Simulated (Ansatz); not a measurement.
What does this script print? It uses Ansatz 0.2.0 through its Python package.

`methods_brh3sn.py`
```python
import ansatz as az

geometry_ang = [
    ("Br", (-2.1641, 0.2221, 0.8204)),
    ("Sn", (0.1319, -0.0268, -0.0571)),
    ("H", (0.1784, 0.4978, -1.7401)),
    ("H", (0.6662, -1.7001, 0.0473)),
    ("H", (1.2375, 0.9333, 0.8881)),
]
mol = az.Crystal.molecule()
for symbol, xyz in geometry_ang:
    mol = mol.atom(symbol, xyz)

base = mol.calculation().basis(gaussian="def2-SVP")

methods = ["mp2", "ccsd", "ccsd_t"]
batch = az.Session.batch([base.correlation(m).input() for m in methods])
reports = sorted(batch.plan().execute().molecular_reports, key=lambda each: each["member"])
print(f"Hartree-Fock reference {reports[0]['reference_energy_ev'] / 27.211386246:.6f} Ha")
best = reports[-1]["free_energy_ev"] - reports[-1]["reference_energy_ev"]
for method, each in zip(methods, reports):
    gained = each["free_energy_ev"] - each["reference_energy_ev"]
    print(f"{method:8s} total {each['free_energy_ev'] / 27.211386246:.6f} Ha  correlation {gained:9.4f} eV  ({100 * gained / best:.1f} % of the last)")
```

```console
$ python methods_brh3sn.py
Hartree-Fock reference -2787.212789 Ha
mp2      total -2787.561323 Ha  correlation   -9.4841 eV  (91.4 % of the last)
ccsd     total -2787.585770 Ha  correlation  -10.1493 eV  (97.8 % of the last)
ccsd_t   total -2787.593993 Ha  correlation  -10.3731 eV  (100.0 % of the last)
```

Caveats:
- Total energies depend on the basis set; only differences at equal settings carry meaning.
- The geometry is a force-field or estimated start, not a minimum of this method, and the basis set is short of its limit. A lower total doesn't mark the better method: functionals have no common bound, and MP2 and coupled cluster aren't variational.
- def2 sets replace the cores of elements past krypton by effective core potentials.
- Inner cores stay frozen; a filled d shell under the valence of the heavier atoms is correlated with it.

(Lines on the test bed's own set-up are left out of the output.)
